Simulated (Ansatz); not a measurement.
# PrBiC: the cost of one run

Computed with Ansatz 0.2.0 (DFT PBE, scalar-relativistic, plane waves, PAW; 4f electrons in the core of a trivalent norm-conserving potential, unless a step's input says otherwise).

### 1 The structure to begin with

The structure is tetragonal, space group P4/nmm (No. 129). Conventional cell: a = 3.630 Å, b = 3.630 Å, c = 9.190 Å, α = 90.00°, β = 90.00°, γ = 90.00°. Around Pr (site symmetry 4mm) lie 5 C at 2.59 to 2.60 Å. Bi (site symmetry 4mm) has 1 C at 2.60 Å in its first shell of neighbours. C (site symmetry 4mm) has 5 Pr at 2.59 to 2.60 Å and 1 Bi at 2.60 Å in its first shell of neighbours.

Coordinates:

```
Pr Bi C
1.0
     3.63001    0.00000    0.00000
     0.00000    3.63001    0.00000
     0.00000    0.00000    9.18989
Pr Bi C
2 2 2
Direct
  0.00000 0.50000 0.33500
  0.50000 0.00000 0.66500
  0.00000 0.50000 0.90000
  0.50000 0.00000 0.10000
  0.00000 0.50000 0.61700
  0.50000 0.00000 0.38300
```

The cell is invented: species swapped into a database cell of TaMoN (P4/nmm, No. 129), with Pr on the Ta sites, Bi on the Mo sites and C on the N sites. Its size is a rough estimate.

### 2 A first look at the guess

The input, input.yaml:

```yaml
crystal:
  lattice:
    - [3.63000784, 0.0, 0.0]
    - [0.0, 3.63000784, 0.0]
    - [0.0, 0.0, 9.18989322]
  atoms:
    - { symbol: Pr, position: [0.0, 0.5, 0.33500001] }
    - { symbol: Pr, position: [0.5, 0.0, 0.66499999] }
    - { symbol: Bi, position: [0.0, 0.5, 0.89999998] }
    - { symbol: Bi, position: [0.5, 0.0, 0.10000002] }
    - { symbol: C, position: [0.0, 0.5, 0.61699998] }
    - { symbol: C, position: [0.5, 0.0, 0.38300002] }
basis:
  ecutwfc: 660
kpoints:
  mp_grid: { grid: [6, 6, 2] }
hamiltonian:
  xc: pbe
  pseudopotentials:
    kind: paw
    azcp: { Pr: "pseudopotentials/pbe/nc/lanthanide_3plus/Pr.nc.azcp" }
scf:
  occupations: { method: gaussian, width: 0.1 }
  lower_state_search: "off"
output:
  forces: true
  stress: true
  eigenvalues: true
```

Started as:

```bash
ansatz run input.yaml --threads 1 --pin off --max-ram 2560MiB --backend cpu --events-out ev --progress --plain --runs-dir out
```

**Question.** How long does this run take on 1 thread of Arm Neoverse V1, shared host, and how much memory does it need?

About 15 s, with a peak of 0.45 GiB.
